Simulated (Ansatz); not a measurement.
The system is CsLiCr2Te2S3.

```
Cs Li Cr Te S
1.0
     3.31929    1.91639    6.87982
    -3.31929    1.91639    6.87982
     0.00000   -3.83279    6.87982
Cs Li Cr Te S
1 1 2 2 3
Cartesian
  0.0000 0.0000 0.0000
  0.0000 0.0000 10.3197
  0.0000 0.0000 16.4802
  0.0000 0.0000 4.1593
  0.0000 0.0000 14.0328
  0.0000 0.0000 6.6067
  -2.4147 0.0000 10.3197
  1.2074 -2.0912 10.3197
  1.2074 2.0912 10.3197
```

The cell was built by a generator and needn't be a form met in nature.

Base run:

- Program: Ansatz 0.2.0
- Functional: revPBE
- Potentials or basis: Ansatz PAW
- Cutoff: 420 eV (not typed: the program's choice for these potentials)
- k mesh: 5 × 5 × 5
- Occupations: fermi-dirac, width 0.05 eV
- Spin: collinear spin, ferromagnetic start
- Starting moments: [0.0, 0.0, 3.0, 3.0, 0.0, 0.0, 0.0, 0.0, 0.0] μB

Its results: band gap on the k mesh none (metal or under the smearing width); pressure 1.3 GPa; net moment 4.00 μB per cell; site moments Cs -0.01; Li +0.01; Cr +2.11; Te -0.16; S -0.06 μB; largest force 0.099 eV/Å.

The run is repeated on the same cell with these changes: functional from revPBE to PBEsol. What comes out?

Band gap on the k mesh none (metal or under the smearing width); pressure -2.1 GPa; net moment 4.00 μB per cell; site moments Cs -0.01; Li +0.01; Cr +2.05; Te -0.14; S -0.06 μB; largest force 0.241 eV/Å.

PBEsol binds more tightly than revPBE, so the same cell stands under less pressure.

Caveats: spin-orbit coupling is left out, which moves the levels of the heavy elements; only a ferromagnetic start was run, and an antiferromagnetic order may lie lower in energy; the PAW data sets come from PBE, with cores solved anew for the run's functional, which leaves a small shift of forces and pressure.
